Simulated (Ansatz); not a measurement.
A nudged elastic band was laid between two geometries of a periodic cell of 17 atoms, TiSi$_{16}$ (host Si, host structure diamond, interstitial Ti).

Computed with DFT PBE-D3(BJ), scalar-relativistic, plane waves, PAW (Ansatz 0.2.0). Settings: PAW set soft_1, cutoff 420 eV, k mesh 2x2x2, gaussian smearing 0.02 eV, no spin polarisation.

* movable images: 5
* climbing image: yes
* spring: 5.0 eV/Å²
* optimiser: lbfgs
* start path: IDPP
* force threshold: 0.03 eV/Å
* iteration limit: 56
* end points: relaxed

Image 0:

```xyz
17
Lattice="0.0000 5.4300 5.4300 5.4300 0.0000 5.4300 5.4300 5.4300 0.0000" Properties=species:S:1:pos:R:3
Si -0.008 0.003 -0.003
Si 1.354 1.332 1.361
Si 2.752 2.689 -0.035
Si 4.110 4.071 1.381
Si 2.719 0.004 2.724
Si 4.073 1.326 4.074
Si 5.409 2.680 2.737
Si 6.764 4.074 4.037
Si -0.043 2.693 2.759
Si 1.379 4.066 4.123
Si 2.772 5.466 2.785
Si 4.067 6.827 4.071
Si 2.733 2.670 5.413
Si 4.023 4.069 6.765
Si 5.356 5.471 5.370
Si 6.783 6.801 6.788
Ti 6.781 4.091 6.791
```

Image 6:

```xyz
17
Lattice="0.0000 5.4300 5.4300 5.4300 0.0000 5.4300 5.4300 5.4300 0.0000" Properties=species:S:1:pos:R:3
Si -0.037 0.004 0.002
Si 1.318 1.298 1.295
Si 2.716 2.697 -0.044
Si 4.097 4.115 1.316
Si 2.716 -0.041 2.694
Si 4.097 1.317 4.111
Si 5.454 2.717 2.714
Si 6.781 4.081 4.079
Si -0.016 2.719 2.716
Si 1.316 4.140 4.136
Si 2.715 5.474 2.735
Si 4.109 6.770 4.091
Si 2.715 2.737 5.470
Si 4.107 4.094 6.766
Si 5.456 5.431 5.428
Si 6.780 6.782 6.779
Ti 8.127 2.718 8.145
```

Task: Which bonds break or form, and what moves?

Result: Contacts lost: Si8–Ti17, Si14–Ti17, Si15–Ti17, Si16–Ti17. Contacts made: Si5–Ti17, Si6–Ti17, Si7–Ti17, Si13–Ti17. The atom that moves furthest is Ti17, by 2.35 Å; four of its nearest neighbours are Si9 2.42, Si3 2.42, Si11 2.44, Si15 2.44 Å at the first end and Si4 2.42, Si6 2.42, Si2 2.44, Si10 2.44 Å at the last.

Task: Give the energies along the band, and the barrier.

Result: The run converged. The highest image is number 3 of 0 to 6, 1.73 eV above the ends, which have the same energy within 2 meV. By the program's own check the climbing image is of a kind that is not told: the force calls were inconclusive, a negative curvature could not be distinguished from the path's own, the only one lies far off the path, or fixed occupations may fill a level only in part (lowest curvatures found: -2.27 and -0.02 eV/Å²). Limits of this set-up: coarse k mesh, a small cell, in which the defect meets its images.

| image | path coordinate (Å) | energy (eV) | Si8–Ti17 (Å) | Si14–Ti17 (Å) | Si15–Ti17 (Å) |
| --- | --- | --- | --- | --- | --- |
| 0 | 0.00 | 0.00 | 2.75 | 2.76 | 2.44 |
| 1 | 0.51 | 0.12 | 2.85 | 2.85 | 2.44 |
| 2 | 1.03 | 1.11 | 3.15 | 3.15 | 2.80 |
| 3 | 1.53 | 1.73 | 3.52 | 3.52 | 3.33 |
| 4 | 2.00 | 1.19 | 3.89 | 3.89 | 3.80 |
| 5 | 2.48 | 0.19 | 4.27 | 4.27 | 4.28 |
| 6 | 2.96 | 0.00 | 4.49 | 4.47 | 4.68 |

Task: What is the geometry of the highest image?

Result: 
```xyz
17
Lattice="0.0000 5.4300 5.4300 5.4300 0.0000 5.4300 5.4300 5.4300 0.0000" Properties=species:S:1:pos:R:3
Si -0.126 0.116 -0.123
Si 1.278 1.227 1.280
Si 2.785 2.642 -0.133
Si 4.202 4.142 1.285
Si 2.674 -0.001 2.677
Si 3.956 1.474 3.960
Si 5.436 2.752 2.681
Si 6.824 4.039 4.067
Si -0.135 2.641 2.787
Si 1.282 4.142 4.205
Si 2.790 5.556 2.793
Si 4.193 6.667 4.195
Si 2.677 2.753 5.441
Si 4.065 4.040 6.826
Si 5.546 5.319 5.548
Si 6.827 6.793 6.831
Ti 7.463 3.391 7.465
```

Run time: 26 min on 1 thread of Arm Neoverse V1, on a shared host, peak memory 0.87 GiB.
